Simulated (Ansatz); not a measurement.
# C2H8B2O: small, medium and large basis sets

Aim: see how fast density functionals converge with the basis set for C2H8B2O.

The runs use Ansatz 0.2.0, Gaussian basis; one geometry, several basis sets.

Levels to be run: PBE0-D4/def2-SVP; ωB97M-V/def2-SVP; PBE0-D4/def2-QZVPP; ωB97M-V/def2-QZVPP; the functionals' def2-TZVPP values are taken from earlier runs.

## (1) Structure used throughout

An earlier PBE0-D4 in a triple-zeta def2 set relaxation fixed the geometry.

SMILES `BCB(C)O`, 13 atoms, charge 0, spin multiplicity 1.

Atoms are counted from 1 here; the program's logs count them from 0.

Bond lengths: B1–C2 1.539 Å, B1–H6 1.198 Å, B1–H7 1.200 Å, C2–B3 1.600 Å, C2–H8 1.095 Å, C2–H9 1.092 Å, B3–C4 1.564 Å, B3–O5 1.361 Å, C4–H10 1.091 Å, C4–H11 1.096 Å, C4–H12 1.095 Å, O5–H13 0.961 Å. Angles: C2–B1–H6 121.3°, C2–B1–H7 120.6°, H6–B1–H7 118.0°, B1–C2–B3 104.5°, B1–C2–H8 112.3°, B1–C2–H9 113.3°, B3–C2–H8 107.3°, B3–C2–H9 108.0°, H8–C2–H9 110.9°, C2–B3–C4 122.0°, C2–B3–O5 120.1°, C4–B3–O5 117.9°, B3–C4–H10 113.0°, B3–C4–H11 109.8°, B3–C4–H12 111.0°, H10–C4–H11 108.2°, H10–C4–H12 109.0°, H11–C4–H12 105.6° and more.

## (2) PBE0-D4 in def2-SVP

The input, in.yaml:

```yaml
crystal:
  periodic: [false, false, false]
  atoms:
    - {symbol: B, position_ang: [-1.791708, -0.118705, -0.564940]}
    - {symbol: C, position_ang: [-0.337754, -0.249310, -1.051857]}
    - {symbol: B, position_ang: [0.539136, 0.363321, 0.137471]}
    - {symbol: C, position_ang: [1.280874, -0.544416, 1.172643]}
    - {symbol: O, position_ang: [0.650169, 1.712109, 0.277268]}
    - {symbol: H, position_ang: [-2.315266, -0.989453, 0.069925]}
    - {symbol: H, position_ang: [-2.406951, 0.895924, -0.744988]}
    - {symbol: H, position_ang: [-0.142038, 0.353351, -1.945352]}
    - {symbol: H, position_ang: [-0.024016, -1.284021, -1.204341]}
    - {symbol: H, position_ang: [1.727536, 0.021067, 1.991916]}
    - {symbol: H, position_ang: [2.077493, -1.105860, 0.671016]}
    - {symbol: H, position_ang: [0.604526, -1.298789, 1.587356]}
    - {symbol: H, position_ang: [0.158497, 2.210083, -0.381118]}
basis:
  gaussian: {orbitals: def2-SVP}
hamiltonian: {xc: pbe0, dispersion: d4}
output: {orbitals: {seedname: orbitals}}
```

The runs that follow: ωB97M-V in def2-SVP; PBE0-D4 in def2-QZVPP; ωB97M-V in def2-QZVPP.

Before running them: what should the planned runs give, taken together? Wanted: PBE0-D4: double and triple zeta above quadruple; ωB97M-V: double and triple zeta above quadruple.

The runs gave:

```
                                       quantity          value
PBE0-D4: double and triple zeta above quadruple  6.62, 0.33 eV
ωB97M-V: double and triple zeta above quadruple  6.92, 0.32 eV
```

**Reading.** PBE0-D4 gains 6.28 eV from double to triple zeta, then 0.33 eV more. Total energies overstate the basis error of differences, where much of it tends to cancel.
